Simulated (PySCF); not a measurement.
# C4H12Si: a tour of settings

Aim: see how C4H12Si (`CCC[SiH2]C`) answers to the choice of functional, basis, grid and SCF options, and what happens with inputs that are wrong on purpose.

Computed with PySCF 2.14.0, with density-fitted response routines of our own, on a single molecule, in the gas phase or a continuum. Atoms are numbered from 0 throughout.

## 1. The molecule as given

17 atoms, charge 0, multiplicity 1; geometry from: GFN2-xTB.

Bonds of the start (Å): C0–C1 1.52, C1–C2 1.53, C2–Si3 1.90, Si3–C4 1.90, C0–H5 1.09, C0–H6 1.09, C0–H7 1.09, C1–H8 1.09, C1–H9 1.09, C2–H10 1.09, C2–H11 1.09, Si3–H12 1.47, Si3–H13 1.47, C4–H14 1.09, C4–H15 1.09, C4–H16 1.09.

## 2. NMR shieldings: PBE0/pcSseg-1

The job: settings as JSON, then the geometry in Å.

```
{"job": {"kind": "nmr", "xc": "PBE0", "basis": "pcSseg-1"}, "charge": 0, "multiplicity": 1}
C      2.538123     0.427558    -0.177886
C      1.156970    -0.209537    -0.281304
C      0.215798     0.292387     0.810612
Si    -1.516612    -0.497552     0.758965
C     -2.398899    -0.069007    -0.867387
H      2.466944     1.509421    -0.272518
H      3.194230     0.057005    -0.962701
H      2.991661     0.199954     0.784812
H      1.254964    -1.294849    -0.204728
H      0.732576     0.015119    -1.262179
H      0.132770     1.378623     0.731365
H      0.671251     0.092514     1.782622
H     -1.390168    -1.957557     0.872682
H     -2.299202     0.014869     1.892481
H     -1.870072    -0.472254    -1.726621
H     -3.403963    -0.480202    -0.881909
H     -2.483368     1.005538    -1.006217
```

Level: GIAO PBE0/pcSseg-1 NMR shielding, non-relativistic, gas phase.

Command:

```bash
> OMP_NUM_THREADS=1 python probes_run.py task.json out
```

One launch serves the whole session: the jobs run in the order shown.

What it wrote:

```text
coarse grid: 13408 points
cycle   1  E = -448.7097599248  dE =  7.962e-02  |g| = 4.623e-01  |ddm| = 3.373e+00
cycle   2  E = -448.6912038941  dE =  1.856e-02  |g| = 5.341e-01  |ddm| = 8.319e-01
cycle   3  E = -448.7664468557  dE = -7.524e-02  |g| = 2.938e-02  |ddm| = 4.750e-01
cycle   4  E = -448.7666289064  dE = -1.821e-04  |g| = 1.436e-02  |ddm| = 4.251e-02
cycle   5  E = -448.7666768780  dE = -4.797e-05  |g| = 3.888e-03  |ddm| = 1.425e-02
cycle   6  E = -448.7666806824  dE = -3.804e-06  |g| = 5.561e-04  |ddm| = 3.766e-03
final grid: 121224 points
cycle   7  E = -448.7965744113  dE = -2.940e-05  |g| = 8.309e-03  |ddm| = 2.193e-02
cycle   8  E = -448.7965668155  dE =  7.596e-06  |g| = 9.920e-03  |ddm| = 1.488e-02
cycle   9  E = -448.7965923466  dE = -2.553e-05  |g| = 3.770e-04  |ddm| = 8.255e-03
cycle  10  E = -448.7965923739  dE = -2.724e-08  |g| = 1.402e-04  |ddm| = 4.509e-04
cycle  11  E = -448.7965923784  dE = -4.555e-09  |g| = 3.805e-05  |ddm| = 1.324e-04
cycle  12  E = -448.7965923788  dE = -3.450e-10  |g| = 7.970e-06  |ddm| = 4.188e-05
converged SCF energy = -448.7965923788

GIAO shielding tensors (ppm)
atom      isotropic    diamagn.    paramagn.     s11        s22        s33       span
  0 C      165.523     245.755     -80.232    150.936    157.975    187.658     36.722
  1 C      164.014     248.865     -84.851    155.528    164.734    171.779     16.252
  2 C      169.142     253.799     -84.657    159.266    164.204    183.957     24.691
  3 Si     391.553     880.693    -489.140    354.741    391.462    428.456     73.715
  4 C      195.160     253.105     -57.946    189.414    195.323    200.743     11.328
  5 H       30.759      29.792       0.967     26.845     28.995     36.437      9.592
  6 H       30.332      28.383       1.948     25.534     27.573     37.887     12.352
  7 H       30.729      29.334       1.395     26.839     28.823     36.524      9.685
  8 H       30.442      32.679      -2.237     25.037     30.569     35.721     10.683
  9 H       30.356      33.793      -3.437     24.326     31.495     35.248     10.922
 10 H       31.161      33.689      -2.528     27.163     30.205     36.114      8.951
 11 H       31.090      32.803      -1.713     26.397     30.165     36.709     10.312
 12 H       27.637      29.929      -2.292     24.184     26.080     32.646      8.462
 13 H       27.473      29.428      -1.955     23.746     25.686     32.985      9.240
 14 H       31.449      32.227      -0.778     26.485     30.135     37.727     11.242
 15 H       31.601      28.356       3.245     26.873     28.074     39.856     12.983
 16 H       31.747      31.231       0.515     27.207     29.225     38.807     11.600
```

It took 19 s on 1 thread of Arm Neoverse V1, shared host; peak memory 0.71 GiB.

The references, computed at this level on geometries of the same kind, shield at (ppm): 1H TMS 31.72, 13C TMS 186.9, 29Si TMS 349.2. Their shielding less the atom's gives the shift. The references are single molecules in the gas phase. Atoms listed in one row are averaged.

```tsv
atoms	environment	σ (ppm)	δ (ppm)	δ scaled to CDCl3
C1	sp3 CH2	164.0	22.9	20.4
C0	methyl carbon	165.5	21.4	19.0
C2	sp3 CH2 bonded to Si	169.1	17.8	15.4
C4	methyl carbon bonded to Si	195.2	-8.2	-10.0
H12, H13	hydrogen on a silicon bonded to 2 C	27.55	4.16	–
H8, H9	hydrogen on an sp3 CH2	30.40	1.32	1.35
H5, H6, H7	hydrogen on a methyl carbon	30.61	1.11	1.15
H10, H11	hydrogen on an sp3 CH2 bonded to Si	31.13	0.59	0.66
H14, H15, H16	hydrogen on a methyl carbon bonded to Si	31.60	0.12	0.22
Si3	silicon bonded to 2 C, 2 H	391.6	-42.4	–
```

The scaled column applies a straight-line fit of computed shieldings to shifts measured in CDCl3 (root-mean-square error 0.16 ppm for H, 1.9 ppm for C).

Charges from the same density, by scheme (e):

```tsv
atoms	Mulliken	IAO	Hirshfeld	ESP fit
C0	-0.25	-0.41	-0.12	-0.44
C1	-0.30	-0.24	-0.07	0.40
C2	-0.54	-0.53	-0.16	-0.36
Si3	0.65	0.77	0.35	0.56
C4	-0.63	-0.72	-0.21	-0.57
```

Mayer bond orders: C0–C1 1.06, C1–C2 1.03, C2–Si3 0.91, Si3–C4 0.95.

## 3. TDDFT and polarisability: PBE0/def2-SVPD

The job, as its differences from that of step 2:

```diff
@@ -1,2 +1,2 @@
-{"job": {"kind": "nmr", "xc": "PBE0", "basis": "pcSseg-1"}, "charge": 0, "multiplicity": 1}
+{"job": {"kind": "uv", "xc": "PBE0", "basis": "def2-SVPD", "nstates": 6, "ntriplets": 2}, "charge": 0, "multiplicity": 1}
 C      2.538123     0.427558    -0.177886
```

Level: TDDFT PBE0/def2-SVPD, vertical, gas phase, core orbitals frozen in the response.

What it wrote:

```text
coarse grid: 13408 points
cycle   1  E = -448.5199341009  dE =  3.918e-02  |g| = 4.409e-01  |ddm| = 4.806e+00
cycle   2  E = -448.5028643700  dE =  1.707e-02  |g| = 5.087e-01  |ddm| = 1.134e+00
cycle   3  E = -448.5731602535  dE = -7.030e-02  |g| = 3.022e-02  |ddm| = 5.896e-01
cycle   4  E = -448.5733669148  dE = -2.067e-04  |g| = 1.563e-02  |ddm| = 7.867e-02
cycle   5  E = -448.5734278491  dE = -6.093e-05  |g| = 3.709e-03  |ddm| = 2.569e-02
cycle   6  E = -448.5734315289  dE = -3.680e-06  |g| = 6.358e-04  |ddm| = 6.736e-03
final grid: 121224 points
cycle   7  E = -448.6332327405  dE = -2.982e-05  |g| = 8.033e-03  |ddm| = 8.031e-02
cycle   8  E = -448.6332254638  dE =  7.277e-06  |g| = 9.573e-03  |ddm| = 2.097e-02
cycle   9  E = -448.6332499519  dE = -2.449e-05  |g| = 3.647e-04  |ddm| = 1.091e-02
cycle  10  E = -448.6332499844  dE = -3.253e-08  |g| = 1.301e-04  |ddm| = 8.022e-04
cycle  11  E = -448.6332499884  dE = -4.063e-09  |g| = 3.557e-05  |ddm| = 2.222e-04
cycle  12  E = -448.6332499888  dE = -3.378e-10  |g| = 8.040e-06  |ddm| = 7.869e-05
converged SCF energy = -448.6332499888

Static polarisability (au): isotropic 77.830, principal 68.820 74.516 90.153

Singlet excitations
state   eV       nm        f      main configurations
  1   7.6982    161.1   0.01697   H->L 0.96
  2   7.9400    156.2   0.04618   H->L+1 0.95
  3   8.3322    148.8   0.05191   H-1->L 0.92
  4   8.4055    147.5   0.06997   H->L+2 0.95
  5   8.5529    145.0   0.03745   H-1->L+1 0.60, H->L+3 0.17
  6   8.5834    144.4   0.01752   H-2->L 0.80

Triplet excitations (Tamm-Dancoff, eV): 7.4932 7.6347
```

It took 27 s on 1 thread of Arm Neoverse V1, shared host; peak memory 0.82 GiB.

Frontier orbitals and where they lie:

```tsv
orbital	eV	atoms
HOMO−3	-9.37	C1 26 %, C0 15 %, H8 12 %
HOMO−2	-9.05	Si3 30 %, H12 24 %, H13 14 %
HOMO−1	-8.82	C4 33 %, Si3 24 %, H13 10 %
HOMO	-8.17	C2 33 %, Si3 21 %, C0 10 %
LUMO	0.66	Si3 21 %, C4 15 %, C1 8 %
LUMO+1	0.90	Si3 14 %, C4 12 %, C0 9 %
LUMO+2	1.27	Si3 24 %, C0 12 %, H13 11 %
```

With each of the 6 states as a Gaussian band of 0.4 eV half-width at 1/e, the curve within the window shown has maxima at 148 nm (ε 7,300) L/(mol cm). Beyond the last state computed it falls off for lack of states. The curve at chosen wavelengths:

(nm, ε (L/mol/cm)): (140, 2172), (141, 2926), (143, 4628), (144, 5457), (146, 6755), (147, 7128), (148, 7288), (150, 7027), (151, 6677), (153, 5757), (154, 5264), (155, 4785), (157, 3907), (158, 3511), (160, 2789), (161, 2456), (162, 2141), (164, 1568), (165, 1314), (167, 883), (168, 708), (169, 558), (171, 332), (172, 250), (174, 136), (175, 98)

Further results of this job:

```tsv
property	computed
dipole moment (D)	0.67
polarisability (Å³)	11.53
HOMO–LUMO gap (eV)	8.83
−ε(HOMO) (eV)	8.17
```

## 4. Nuclear shieldings: HCTH407/pcSseg-1

The job, as its differences from that of step 3:

```diff
@@ -1,2 +1,2 @@
-{"job": {"kind": "uv", "xc": "PBE0", "basis": "def2-SVPD", "nstates": 6, "ntriplets": 2}, "charge": 0, "multiplicity": 1}
+{"job": {"kind": "nmr", "xc": "HCTH407", "basis": "pcSseg-1", "pop": true}, "charge": 0, "multiplicity": 1}
 C      2.538123     0.427558    -0.177886
```

With the program's defaults for keys left out, this is: GIAO HCTH407/pcSseg-1 NMR shielding, non-relativistic, gas phase.

What it wrote:

```text
coarse grid: 13408 points
cycle   1  E = -449.0254866501  dE = -2.358e-02  |g| = 6.589e-01  |ddm| = 3.460e+00
cycle   2  E = -448.8483370941  dE =  1.771e-01  |g| = 1.028e+00  |ddm| = 1.672e+00
cycle   3  E = -449.1481114482  dE = -2.998e-01  |g| = 6.941e-02  |ddm| = 1.132e+00
cycle   4  E = -449.1494089564  dE = -1.298e-03  |g| = 2.784e-02  |ddm| = 1.139e-01
cycle   5  E = -449.1495897733  dE = -1.808e-04  |g| = 8.448e-03  |ddm| = 3.014e-02
cycle   6  E = -449.1496090665  dE = -1.929e-05  |g| = 1.947e-03  |ddm| = 1.082e-02
cycle   7  E = -449.1496100287  dE = -9.623e-07  |g| = 6.681e-04  |ddm| = 2.664e-03
final grid: 121224 points
cycle   8  E = -449.1742200351  dE = -9.401e-05  |g| = 8.701e-03  |ddm| = 4.158e-02
cycle   9  E = -449.1741950168  dE =  2.502e-05  |g| = 1.267e-02  |ddm| = 2.088e-02
cycle  10  E = -449.1742382621  dE = -4.325e-05  |g| = 1.213e-03  |ddm| = 1.287e-02
cycle  11  E = -449.1742385089  dE = -2.468e-07  |g| = 3.623e-04  |ddm| = 1.375e-03
cycle  12  E = -449.1742385423  dE = -3.339e-08  |g| = 8.152e-05  |ddm| = 3.786e-04
cycle  13  E = -449.1742385438  dE = -1.479e-09  |g| = 2.454e-05  |ddm| = 9.630e-05
cycle  14  E = -449.1742385439  dE = -1.799e-10  |g| = 4.701e-06  |ddm| = 3.316e-05
converged SCF energy = -449.1742385439

GIAO shielding tensors (ppm)
atom      isotropic    diamagn.    paramagn.     s11        s22        s33       span
  0 C      161.553     245.164     -83.612    146.829    153.013    184.816     37.987
  1 C      157.566     247.926     -90.360    148.128    158.515    166.057     17.929
  2 C      163.337     251.907     -88.571    152.839    158.036    179.135     26.296
  3 Si     387.848     881.926    -494.078    350.134    387.048    426.362     76.229
  4 C      191.396     251.127     -59.730    185.854    191.938    196.396     10.542
  5 H       30.705      29.942       0.764     27.108     28.996     36.011      8.903
  6 H       30.220      28.306       1.914     25.694     27.645     37.321     11.627
  7 H       30.673      29.331       1.343     27.110     28.828     36.082      8.972
  8 H       30.274      32.586      -2.311     25.147     30.547     35.129      9.982
  9 H       30.162      33.854      -3.693     24.417     31.419     34.649     10.233
 10 H       31.008      33.575      -2.566     27.308     30.219     35.498      8.190
 11 H       30.917      32.524      -1.607     26.557     30.158     36.036      9.479
 12 H       27.669      30.300      -2.630     24.409     26.192     32.407      7.998
 13 H       27.467      29.622      -2.155     23.938     25.783     32.680      8.742
 14 H       31.375      32.179      -0.803     26.657     30.169     37.301     10.644
 15 H       31.545      28.225       3.320     27.062     28.242     39.331     12.270
 16 H       31.704      31.200       0.504     27.442     29.297     38.372     10.930
```

Run time: 25 s. Hardware: 1 thread of Arm Neoverse V1, shared host; peak memory 0.67 GiB.

Key values: δ C1 26.1, C0 22.1, C2 20.3, C4 -7.8, H12 4.10, H8 1.45 ppm (means over like atoms).

## 5. NMR shieldings: HSE06/IGLO-II in tetrahydrofuran

The job, as its differences from that of step 4:

```diff
@@ -1,2 +1,2 @@
-{"job": {"kind": "nmr", "xc": "HCTH407", "basis": "pcSseg-1", "pop": true}, "charge": 0, "multiplicity": 1}
+{"job": {"kind": "nmr", "xc": "HSE06", "basis": "IGLO-II", "solvent": "tetrahydrofuran", "pop": false}, "charge": 0, "multiplicity": 1}
 C      2.538123     0.427558    -0.177886
```

With the program's defaults for keys left out, this is: GIAO HSE06/IGLO-II NMR shielding, non-relativistic, IEF-PCM tetrahydrofuran.

What it wrote:

```text
coarse grid: 13408 points
cycle   1  E = -448.8147314701  dE =  3.656e-02  |g| = 5.232e-01  |ddm| = 2.776e+00
cycle   2  E = -448.7804337038  dE =  3.430e-02  |g| = 6.252e-01  |ddm| = 8.187e-01
cycle   3  E = -448.8831242029  dE = -1.027e-01  |g| = 4.022e-02  |ddm| = 4.766e-01
cycle   4  E = -448.8834294935  dE = -3.053e-04  |g| = 1.885e-02  |ddm| = 4.342e-02
cycle   5  E = -448.8835085808  dE = -7.909e-05  |g| = 5.591e-03  |ddm| = 1.570e-02
cycle   6  E = -448.8835159124  dE = -7.332e-06  |g| = 6.915e-04  |ddm| = 4.092e-03
final grid: 121224 points
cycle   7  E = -448.8877957243  dE = -9.172e-05  |g| = 7.672e-03  |ddm| = 2.369e-02
cycle   8  E = -448.8877898903  dE =  5.834e-06  |g| = 8.217e-03  |ddm| = 9.323e-03
cycle   9  E = -448.8878057692  dE = -1.588e-05  |g| = 9.281e-04  |ddm| = 5.795e-03
cycle  10  E = -448.8878059504  dE = -1.812e-07  |g| = 1.315e-04  |ddm| = 6.823e-04
cycle  11  E = -448.8878059379  dE =  1.252e-08  |g| = 7.939e-05  |ddm| = 1.427e-04
cycle  12  E = -448.8878059394  dE = -1.546e-09  |g| = 7.650e-06  |ddm| = 5.457e-05
cycle  13  E = -448.8878059395  dE = -1.398e-11  |g| = 2.057e-06  |ddm| = 7.710e-06
converged SCF energy = -448.8878059395

GIAO shielding tensors (ppm)
atom      isotropic    diamagn.    paramagn.     s11        s22        s33       span
  0 C      168.063     241.618     -73.556    153.314    160.220    190.654     37.340
  1 C      165.505     242.858     -77.352    156.541    165.889    174.086     17.545
  2 C      170.221     245.468     -75.247    159.819    165.031    185.813     25.994
  3 Si     389.649     880.423    -490.774    352.059    388.745    428.143     76.083
  4 C      197.292     246.999     -49.707    191.673    197.888    202.316     10.644
  5 H       31.151      29.894       1.257     27.247     29.506     36.700      9.453
  6 H       30.816      29.019       1.797     26.072     28.228     38.147     12.075
  7 H       31.131      29.702       1.428     27.245     29.354     36.793      9.548
  8 H       30.665      31.931      -1.266     25.234     30.874     35.887     10.653
  9 H       30.510      32.517      -2.008     24.431     31.680     35.418     10.987
 10 H       31.345      32.294      -0.949     27.429     30.501     36.105      8.675
 11 H       31.312      31.840      -0.527     26.669     30.602     36.667      9.998
 12 H       27.726      30.564      -2.839     24.541     26.271     32.365      7.824
 13 H       27.571      30.015      -2.444     24.093     25.947     32.672      8.579
 14 H       31.801      31.190       0.611     27.017     30.579     37.806     10.789
 15 H       32.042      28.820       3.222     27.542     28.642     39.941     12.398
 16 H       32.100      30.589       1.511     27.732     29.707     38.863     11.131
```

Run time: 27 s. Hardware: 1 thread of Arm Neoverse V1, shared host; peak memory 0.98 GiB.

Key values: σ C1 165.5, C0 168.1, C2 170.2, C4 197.3, H12 27.65, H8 30.59 ppm (means over like atoms).

## 6. NMR shieldings: HSE06/def2-SVPD

The job, as its differences from that of step 5:

```diff
@@ -1,2 +1,2 @@
-{"job": {"kind": "nmr", "xc": "HSE06", "basis": "IGLO-II", "solvent": "tetrahydrofuran", "pop": false}, "charge": 0, "multiplicity": 1}
+{"job": {"kind": "nmr", "xc": "HSE06", "basis": "def2-SVPD", "pop": false, "scf": {"diis": false, "max_cycle": 96}}, "charge": 0, "multiplicity": 1}
 C      2.538123     0.427558    -0.177886
```

Method: GIAO HSE06/def2-SVPD NMR shielding, non-relativistic, gas phase.

What it wrote:

```text
final grid: 121224 points
cycle   1  E = -448.5976127528  dE =  1.915e-02  |g| = 4.736e-01  |ddm| = 4.877e+00
cycle   2  E = -448.5633029178  dE =  3.431e-02  |g| = 5.903e-01  |ddm| = 1.278e+00
cycle   3  E = -448.4989027693  dE =  6.440e-02  |g| = 7.808e-01  |ddm| = 1.534e+00
cycle   4  E = -448.3573180855  dE =  1.416e-01  |g| = 1.029e+00  |ddm| = 2.094e+00
cycle   5  E = -448.1535173280  dE =  2.038e-01  |g| = 1.385e+00  |ddm| = 2.798e+00
cycle   6  E = -447.5421858012  dE =  6.113e-01  |g| = 1.932e+00  |ddm| = 4.322e+00
cycle   7  E = -446.3710321201  dE =  1.171e+00  |g| = 2.998e+00  |ddm| = 6.871e+00
cycle   8  E = -435.7326838538  dE =  1.064e+01  |g| = 4.927e+00  |ddm| = 1.100e+02
cycle   9  E = -401.3231839550  dE =  3.441e+01  |g| = 1.047e+01  |ddm| = 1.370e+02
cycle  10  E = -343.2148306979  dE =  5.811e+01  |g| = 1.192e+01  |ddm| = 1.154e+02
[... 76 cycles left out ...]
cycle  87  E = -112.1149179264  dE =  1.202e+02  |g| = 1.874e+01  |ddm| = 3.755e+02
cycle  88  E = -232.2708748756  dE = -1.202e+02  |g| = 1.236e+01  |ddm| = 3.755e+02
cycle  89  E = -112.1149179264  dE =  1.202e+02  |g| = 1.874e+01  |ddm| = 3.755e+02
cycle  90  E = -232.2708748756  dE = -1.202e+02  |g| = 1.236e+01  |ddm| = 3.755e+02
cycle  91  E = -112.1149179264  dE =  1.202e+02  |g| = 1.874e+01  |ddm| = 3.755e+02
cycle  92  E = -232.2708748756  dE = -1.202e+02  |g| = 1.236e+01  |ddm| = 3.755e+02
cycle  93  E = -112.1149179264  dE =  1.202e+02  |g| = 1.874e+01  |ddm| = 3.755e+02
cycle  94  E = -232.2708748756  dE = -1.202e+02  |g| = 1.236e+01  |ddm| = 3.755e+02
cycle  95  E = -112.1149179264  dE =  1.202e+02  |g| = 1.874e+01  |ddm| = 3.755e+02
cycle  96  E = -232.2708748756  dE = -1.202e+02  |g| = 1.236e+01  |ddm| = 3.755e+02
SCF not converged, last energy = -232.2708748756
```

Wall time 3.3 min (1 thread of Arm Neoverse V1, shared host); peak memory 0.71 GiB.

Diagnosis: The SCF swings between two densities 120.16 Eh apart: plain iteration without DIIS overshoots. Cure: turn DIIS on. Numbers printed on the way are no properties of the molecule.

## 7. Run by run: NMR shifts

Isotropic shieldings (ppm) of some atoms, chosen among heavy atoms and hydrogens apart, means over like atoms, with basis size and wall time:

```tsv
run	C1	C0	C2	C4	H5	H14	Si3	functions	time
PBE0/pcSseg-1	164.0	165.5	169.1	195.2	30.61	31.60	391.6	152	19 s
HCTH407/pcSseg-1	157.6	161.6	163.3	191.4	30.53	31.54	387.8	152	25 s
HSE06/IGLO-II in tetrahydrofuran	165.5	168.1	170.2	197.3	31.03	31.98	389.6	195	27 s
```

## 8. Summary of results

| quantity | value |
| --- | --- |
| 13C shifts against TMS (PBE0/pcSseg-1) | 22.9, 21.4, 17.8, -8.2 ppm |
| 1H shifts against TMS (PBE0/pcSseg-1, means over atoms taken as alike) | 4.16, 1.32, 1.11, 0.59, 0.12 ppm |
| 29Si shifts against TMS (PBE0/pcSseg-1) | -42.4 ppm |
| lowest singlet (PBE0/def2-SVPD) | 7.70 eV (161 nm), f = 0.017 |
| brightest single state of those computed | state 4, 8.41 eV, f = 0.070 |
| lowest triplet | 7.49 eV |
| range of the shielding of C1 | 157.6 to 165.5 ppm |
| property runs in this session | 5, of which 1 failed and 0 gave unsound results |

**Reading.** Single values in the summary come from the first run of each kind that ended normally (PBE0/pcSseg-1; PBE0/def2-SVPD), which need not be the best level. At PBE0/pcSseg-1: The widest tensor belongs to Si3: span 74 ppm, with a paramagnetic part of -489 ppm. The first singlet state (HOMO→LUMO 0.96) lies at 7.70 eV and is weak; of the 6 states computed, the strongest absorption comes from state 4 at 8.41 eV. The lowest triplet lies 0.21 eV below the lowest singlet (triplets in Tamm-Dancoff, singlets in full TDDFT). States above −ε(HOMO) lie where TDDFT describes them poorly and they hang on the basis; the brightest is among them. Across the 3 runs the shielding of C1 moves most, between 157.6 (HCTH407/pcSseg-1) and 165.5 ppm (HSE06/IGLO-II in tetrahydrofuran).
